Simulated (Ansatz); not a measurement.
# C₅H₁₀ClFSi: geometry at several levels, part 2 of 2

Wanted for C₅H₁₀ClFSi: geometry at several levels.

Ansatz 0.2.0, Gaussian bases. Earlier steps stand in the parts before.

## Step 4: Relaxation, HF/6-31G*

The input, input.yaml:

```yaml
crystal:
  periodic: [false, false, false]
  atoms:
    - { symbol: F, position_ang: [-0.09315968, -0.34182748, 2.41089898] }
    - { symbol: Si, position_ang: [-0.07784294, -0.11422867, 0.77222713] }
    - { symbol: C, position_ang: [1.61325975, 0.64984735, 0.37643549] }
    - { symbol: Cl, position_ang: [1.70838215, 0.81192904, -1.42865812] }
    - { symbol: C, position_ang: [-1.56054579, 0.88763002, 0.16874415] }
    - { symbol: C, position_ang: [-2.47417531, -0.19751133, -0.45318827] }
    - { symbol: C, position_ang: [-1.58981128, -1.25843019, -1.14494042] }
    - { symbol: C, position_ang: [-0.47321265, -1.70471516, -0.16829607] }
    - { symbol: H, position_ang: [1.7522799, 1.65729667, 0.81596235] }
    - { symbol: H, position_ang: [2.45797062, 0.01203142, 0.70434686] }
    - { symbol: H, position_ang: [-1.20834776, 1.59491015, -0.61332064] }
    - { symbol: H, position_ang: [-2.05931494, 1.48523581, 0.95744093] }
    - { symbol: H, position_ang: [-3.21141163, 0.23395924, -1.16246609] }
    - { symbol: H, position_ang: [-3.06514774, -0.68724091, 0.35274341] }
    - { symbol: H, position_ang: [-2.19680078, -2.11605784, -1.50409694] }
    - { symbol: H, position_ang: [-1.11879636, -0.80251807, -2.04309615] }
    - { symbol: H, position_ang: [-0.85699368, -2.45200062, 0.56060141] }
    - { symbol: H, position_ang: [0.39404811, -2.16188944, -0.68434801] }
basis:
  gaussian: { orbitals: "6-31G*" }
hamiltonian:
  xc: hf
relax:
  f_tol: 0.004
  max_steps: 150
```

The run is started by

```
> ansatz run input.yaml --threads 4 --pin off --max-ram 10240MiB --backend cpu --events-out ev --progress --plain --runs-dir out
```

The log of the run (excerpt; [...] marks lines left out):

```text
Warning: RAYON_NUM_THREADS=4 ignored (pool sized by the plan → 4); use --threads N
[...]
Functional definition: HF
[...]
1672 factors; integrals over basis functions are off by at most 3.8e-4 eV
[...]
mean field -28383.78487295 eV, -1043.0848548604 hartree, gradient 2.3e-5 eV, S^2 0.000000; 0 other end points of the search recorded, 0 dependent functions left out
[...]
reference -28383.78487295 eV, -1043.0848548604 hartree; 40, 40 occupied and 108, 108 virtual orbitals, 1672 factors
relax step   1: F+E_penalty+E_count = -28383.78487295 eV  Δ(F+E_penalty+E_count) = +0.000e0 eV  max|allowed force component| = 1.538e0 eV/Å  Δτ_max = 0.0000 Å  (35 SCF iters, accepted)
[...]
relax step   6: F+E_penalty+E_count = -28383.96299211 eV  Δ(F+E_penalty+E_count) = -4.004e-4 eV  max|allowed force component| = 1.725e-2 eV/Å  Δτ_max = 0.0101 Å  (26 SCF iters, accepted)
[...]
Atom 8 at     1.745263     1.618997     0.867444 Å, force     0.000895     0.000790    -0.000203 eV/Å
Atom 9 at     2.431010     0.015543     0.746568 Å, force     0.000352    -0.000640    -0.000807 eV/Å
Atom 10 at    -1.256737     1.572112    -0.652902 Å, force    -0.001291    -0.000636     0.000179 eV/Å
Atom 11 at    -2.038340     1.478698     0.909416 Å, force    -0.000847    -0.001155    -0.000693 eV/Å
Atom 12 at    -3.224926     0.206927    -1.111860 Å, force    -0.000978     0.000871     0.000189 eV/Å
Atom 13 at    -3.035642    -0.675564     0.380998 Å, force     0.000294    -0.001100     0.000391 eV/Å
Atom 14 at    -2.225570    -2.124415    -1.441436 Å, force     0.000269     0.000767     0.001016 eV/Å
Atom 15 at    -1.201561    -0.845186    -2.041445 Å, force    -0.000147    -0.001145     0.001017 eV/Å
Atom 16 at    -0.833213    -2.439360     0.525348 Å, force    -0.000717     0.000037    -0.000962 eV/Å
Atom 17 at     0.352123    -2.146721    -0.725599 Å, force     0.001231     0.000353     0.000587 eV/Å
Dipole moment:    -0.154328    -0.050191     0.053659 e Å
```

Wall time 29 s (4 threads of Intel Xeon Platinum 8259CL at 2.50GHz (Skylake/Cascade Lake), shared host); peak memory 0.49 GiB.

Relaxation path:

```
step  energy from step 1 (eV)  largest force component (eV/Å)
   1                   0.0000                          1.5385
   2                  -0.1556                          0.8888
   3                  -0.1763                          0.1870
   4                  -0.1776                          0.0945
   5                  -0.1777                          0.0735
   6                  -0.1781                          0.0172
   7                  -0.1781                          0.0038
```

Step 1 is the start.

Before: Bond lengths (14 of 18 bonds, heavy atoms first): F1–Si2 1.654 Å, Si2–C3 1.897 Å, C3–Cl4 1.815 Å, Si2–C5 1.888 Å, C5–C6 1.549 Å, C6–C7 1.545 Å, Si2–C8 1.890 Å, C7–C8 1.549 Å, C3–H9 1.108 Å, C3–H10 1.108 Å, C5–H11 1.112 Å, C5–H12 1.108 Å, C6–H13 1.110 Å, C6–H14 1.113 Å. Angles (14 of 36 angles, heavy atoms first): F1–Si2–C3 105.7°, F1–Si2–C5 112.5°, F1–Si2–C8 112.0°, C3–Si2–C5 114.8°, C3–Si2–C8 114.9°, C5–Si2–C8 97.1°, Si2–C3–Cl4 106.9°, Si2–C5–C6 102.7°, C5–C6–C7 108.9°, C6–C7–C8 109.2°, Si2–C8–C7 102.8°, Si2–C3–H9 113.3°, Si2–C3–H10 112.7°, Cl4–C3–H9 107.9°.

After: Bond lengths (14 of 18 bonds, heavy atoms first): F1–Si2 1.607 Å, Si2–C3 1.895 Å, C3–Cl4 1.803 Å, Si2–C5 1.880 Å, C5–C6 1.549 Å, C6–C7 1.540 Å, Si2–C8 1.882 Å, C7–C8 1.549 Å, C3–H9 1.081 Å, C3–H10 1.081 Å, C5–H11 1.088 Å, C5–H12 1.085 Å, C6–H13 1.085 Å, C6–H14 1.088 Å. Angles (14 of 36 angles, heavy atoms first): F1–Si2–C3 103.5°, F1–Si2–C5 112.1°, F1–Si2–C8 111.8°, C3–Si2–C5 116.2°, C3–Si2–C8 116.5°, C5–Si2–C8 97.2°, Si2–C3–Cl4 111.1°, Si2–C5–C6 102.5°, C5–C6–C7 108.8°, C6–C7–C8 109.0°, Si2–C8–C7 103.0°, Si2–C3–H9 112.1°, Si2–C3–H10 111.8°, Cl4–C3–H9 106.8°.

## Step 5: Relaxation, LDA/def2-SVP

input.yaml, as its differences from that of step 4:

```diff
@@ -22,5 +22,5 @@
 basis:
-  gaussian: { orbitals: "6-31G*" }
+  gaussian: { orbitals: def2-SVP }
 hamiltonian:
-  xc: hf
+  xc: lda
 relax:
```

The run is started by

```
> ansatz run input.yaml --threads 4 --pin off --max-ram 10240MiB --backend cpu --events-out ev --progress --plain --runs-dir out
```

The log of the run (excerpt; [...] marks lines left out):

```text
Warning: RAYON_NUM_THREADS=4 ignored (pool sized by the plan → 4); use --threads N
[...]
Functional definition: SPW92
[...]
1909 factors; their error is unknown
[...]
mean field -28315.74266432 eV, -1040.5843498140 hartree, gradient 4.2e-5 eV, S^2 0.000000; 0 other end points of the search recorded, 0 dependent functions left out
[...]
reference -28315.74270118 eV, -1040.5843511687 hartree; 40, 40 occupied and 130, 130 virtual orbitals, 1909 factors
relax step   1: F+E_penalty+E_count = -28315.74266432 eV  Δ(F+E_penalty+E_count) = +0.000e0 eV  max|allowed force component| = 6.122e-1 eV/Å  Δτ_max = 0.0000 Å  (30 SCF iters, accepted)
[...]
relax step   3: F+E_penalty+E_count = -28315.78871216 eV  Δ(F+E_penalty+E_count) = -8.529e-3 eV  max|allowed force component| = 9.963e-2 eV/Å  Δτ_max = 0.0316 Å  (30 SCF iters, accepted)
[...]
Atom 8 at     1.725978     1.645522     0.784269 Å, force     0.000249     0.000256    -0.000254 eV/Å
Atom 9 at     2.427274    -0.005448     0.659380 Å, force     0.000089    -0.000045    -0.000146 eV/Å
Atom 10 at    -1.174552     1.570170    -0.605275 Å, force    -0.000556    -0.000731     0.001644 eV/Å
Atom 11 at    -2.056669     1.483159     0.957388 Å, force    -0.000735    -0.000089     0.000624 eV/Å
Atom 12 at    -3.189667     0.229519    -1.158832 Å, force     0.000053     0.000089     0.000152 eV/Å
Atom 13 at    -3.035516    -0.708202     0.348774 Å, force    -0.000017     0.000016     0.000086 eV/Å
Atom 14 at    -2.146940    -2.078447    -1.546461 Å, force    -0.000052    -0.000200     0.000163 eV/Å
Atom 15 at    -1.050762    -0.742041    -2.006073 Å, force    -0.000043    -0.000200     0.000014 eV/Å
Atom 16 at    -0.893682    -2.427615     0.577576 Å, force    -0.000247    -0.000292    -0.000122 eV/Å
Atom 17 at     0.397394    -2.165067    -0.640355 Å, force    -0.000311     0.000443     0.000460 eV/Å
Dipole moment:    -0.005666     0.019418    -0.065044 e Å
```

Run time: 25 s. Hardware: 4 threads of Intel Xeon Platinum 8259CL at 2.50GHz (Skylake/Cascade Lake), shared host; peak memory 0.28 GiB.

Step by step:

| step | E - E(step 1) (eV) | largest force component (eV/Å) |
| --- | --- | --- |
| 1 | 0.0000 | 0.6122 |
| 2 | -0.0375 | 0.3085 |
| 3 | -0.0460 | 0.0996 |
| 4 | -0.0466 | 0.0379 |
| 5 | -0.0467 | 0.0148 |
| 6 | -0.0468 | 0.0147 |
| 7 | -0.0468 | 0.0026 |
| 8 | -0.0469 | 0.0041 |
| 9 | -0.0469 | 0.0023 |

Step 1 is the start.

Before: Bond lengths (14 of 18 bonds, heavy atoms first): F1–Si2 1.654 Å, Si2–C3 1.897 Å, C3–Cl4 1.815 Å, Si2–C5 1.888 Å, C5–C6 1.549 Å, C6–C7 1.545 Å, Si2–C8 1.890 Å, C7–C8 1.549 Å, C3–H9 1.108 Å, C3–H10 1.108 Å, C5–H11 1.112 Å, C5–H12 1.108 Å, C6–H13 1.110 Å, C6–H14 1.113 Å. Angles (14 of 36 angles, heavy atoms first): F1–Si2–C3 105.7°, F1–Si2–C5 112.5°, F1–Si2–C8 112.0°, C3–Si2–C5 114.8°, C3–Si2–C8 114.9°, C5–Si2–C8 97.1°, Si2–C3–Cl4 106.9°, Si2–C5–C6 102.7°, C5–C6–C7 108.9°, C6–C7–C8 109.2°, Si2–C8–C7 102.8°, Si2–C3–H9 113.3°, Si2–C3–H10 112.7°, Cl4–C3–H9 107.9°.

After: Bond lengths (14 of 18 bonds, heavy atoms first): F1–Si2 1.636 Å, Si2–C3 1.876 Å, C3–Cl4 1.790 Å, Si2–C5 1.869 Å, C5–C6 1.531 Å, C6–C7 1.527 Å, Si2–C8 1.869 Å, C7–C8 1.531 Å, C3–H9 1.111 Å, C3–H10 1.111 Å, C5–H11 1.115 Å, C5–H12 1.110 Å, C6–H13 1.113 Å, C6–H14 1.116 Å. Angles (14 of 36 angles, heavy atoms first): F1–Si2–C3 106.5°, F1–Si2–C5 113.1°, F1–Si2–C8 112.3°, C3–Si2–C5 114.0°, C3–Si2–C8 114.0°, C5–Si2–C8 97.0°, Si2–C3–Cl4 105.3°, Si2–C5–C6 102.6°, C5–C6–C7 108.5°, C6–C7–C8 108.9°, Si2–C8–C7 102.4°, Si2–C3–H9 113.5°, Si2–C3–H10 112.8°, Cl4–C3–H9 108.5°.

## Step 6: Relaxation, PBE-D4/def2-SVP

input.yaml, as its differences from that of step 5:

```diff
@@ -24,3 +24,4 @@
 hamiltonian:
-  xc: lda
+  xc: pbe
+  dispersion: d4
 relax:
```

The run is started by

```
> ansatz run input.yaml --threads 4 --pin off --max-ram 10240MiB --backend cpu --events-out ev --progress --plain --runs-dir out
```

The log of the run (excerpt; [...] marks lines left out):

```text
Warning: RAYON_NUM_THREADS=4 ignored (pool sized by the plan → 4); use --threads N
[...]
Functional definition: PBE
[...]
1909 factors; their error is unknown
[...]
mean field -28436.12153263 eV, -1045.0081916287 hartree, gradient 5.9e-5 eV, S^2 0.000000; 0 other end points of the search recorded, 0 dependent functions left out
[...]
reference -28436.12157237 eV, -1045.0081930891 hartree; 40, 40 occupied and 130, 130 virtual orbitals, 1909 factors
relax step   1: F+E_penalty+E_count = -28436.63791962 eV  Δ(F+E_penalty+E_count) = +0.000e0 eV  max|allowed force component| = 1.411e-2 eV/Å  Δτ_max = 0.0000 Å  (30 SCF iters, accepted)
[...]
relax step   2: F+E_penalty+E_count = -28436.63796310 eV  Δ(F+E_penalty+E_count) = -4.347e-5 eV  max|allowed force component| = 5.620e-3 eV/Å  Δτ_max = 0.0055 Å  (23 SCF iters, accepted)
[...]
Atom 8 at     1.754679     1.653312     0.820935 Å, force     0.000744    -0.002430     0.000960 eV/Å
Atom 9 at     2.457763     0.007222     0.695380 Å, force    -0.000621     0.000483    -0.000411 eV/Å
Atom 10 at    -1.206798     1.593716    -0.613894 Å, force    -0.000052     0.000183    -0.000056 eV/Å
Atom 11 at    -2.059172     1.486096     0.956112 Å, force    -0.000891    -0.000363    -0.000101 eV/Å
Atom 12 at    -3.209831     0.234328    -1.164279 Å, force    -0.000324    -0.000268    -0.000112 eV/Å
Atom 13 at    -3.065719    -0.686805     0.351297 Å, force    -0.000154    -0.000263    -0.000064 eV/Å
Atom 14 at    -2.195254    -2.117146    -1.503484 Å, force    -0.000392     0.000202    -0.000124 eV/Å
Atom 15 at    -1.117248    -0.803481    -2.042573 Å, force     0.000199    -0.000205     0.000090 eV/Å
Atom 16 at    -0.858674    -2.450880     0.562983 Å, force    -0.000199     0.000021     0.000387 eV/Å
Atom 17 at     0.394132    -2.163591    -0.680140 Å, force     0.000756    -0.001199    -0.000769 eV/Å
Dipole moment:    -0.039841     0.004233    -0.048680 e Å
```

It took 15 s on 4 threads of Intel Xeon Platinum 8259CL at 2.50GHz (Skylake/Cascade Lake), shared host; peak memory 0.29 GiB.

Step by step:

```csv
step,E - E(step 1) (eV),largest force component (eV/Å)
1,0.0000,0.0141
2,0.0000,0.0056
3,-0.0001,0.0034
```

Step 1 is the start.

Before: Bond lengths (14 of 18 bonds, heavy atoms first): F1–Si2 1.654 Å, Si2–C3 1.897 Å, C3–Cl4 1.815 Å, Si2–C5 1.888 Å, C5–C6 1.549 Å, C6–C7 1.545 Å, Si2–C8 1.890 Å, C7–C8 1.549 Å, C3–H9 1.108 Å, C3–H10 1.108 Å, C5–H11 1.112 Å, C5–H12 1.108 Å, C6–H13 1.110 Å, C6–H14 1.113 Å. Angles (14 of 36 angles, heavy atoms first): F1–Si2–C3 105.7°, F1–Si2–C5 112.5°, F1–Si2–C8 112.0°, C3–Si2–C5 114.8°, C3–Si2–C8 114.9°, C5–Si2–C8 97.1°, Si2–C3–Cl4 106.9°, Si2–C5–C6 102.7°, C5–C6–C7 108.9°, C6–C7–C8 109.2°, Si2–C8–C7 102.8°, Si2–C3–H9 113.3°, Si2–C3–H10 112.7°, Cl4–C3–H9 107.9°.

After: Bond lengths (14 of 18 bonds, heavy atoms first): F1–Si2 1.654 Å, Si2–C3 1.897 Å, C3–Cl4 1.814 Å, Si2–C5 1.888 Å, C5–C6 1.549 Å, C6–C7 1.545 Å, Si2–C8 1.889 Å, C7–C8 1.549 Å, C3–H9 1.108 Å, C3–H10 1.108 Å, C5–H11 1.112 Å, C5–H12 1.108 Å, C6–H13 1.110 Å, C6–H14 1.113 Å. Angles (14 of 36 angles, heavy atoms first): F1–Si2–C3 105.7°, F1–Si2–C5 112.5°, F1–Si2–C8 112.0°, C3–Si2–C5 114.8°, C3–Si2–C8 114.9°, C5–Si2–C8 97.1°, Si2–C3–Cl4 106.9°, Si2–C5–C6 102.7°, C5–C6–C7 108.9°, C6–C7–C8 109.1°, Si2–C8–C7 102.8°, Si2–C3–H9 113.2°, Si2–C3–H10 112.7°, Cl4–C3–H9 107.8°.

## Step 7: The levels compared

| level | F1–Si2 (Å) | Si2–C3 (Å) | Si2–C5 (Å) | rotational constants (MHz) | dipole (D) | CPU time |
| --- | --- | --- | --- | --- | --- | --- |
| HF/STO-3G | 1.6154 | 1.8805 | 1.8606 | 1735.1, 1111.1, 865.73 | 1.63 | 59 s |
| HF/6-31G* | 1.6071 | 1.8954 | 1.8799 | 1797, 1063.6, 850.36 | 0.82 | 1.7 min |
| LDA/def2-SVP | 1.6360 | 1.8760 | 1.8687 | 1726.5, 1201.3, 912.96 | 0.33 | 88 s |
| PBE-D4/def2-SVP | 1.6544 | 1.8972 | 1.8880 | 1710.7, 1133.7, 874.97 | 0.30 | 55 s |

Constants are for the commonest isotopes at the equilibrium geometry; times are CPU times of the relaxations.

## Step 8: What came out

What follows sums up all 2 parts.

| quantity | value |
| --- | --- |
| F1–Si2 at PBE-D4/def2-SVP | 1.654 Å |
| Si2–C3 at PBE-D4/def2-SVP | 1.897 Å |
| Si2–C5 at PBE-D4/def2-SVP | 1.888 Å |

What this shows: The F1–Si2 distance spreads over 0.047 Å, from HF/6-31G* (shortest) to PBE-D4/def2-SVP.
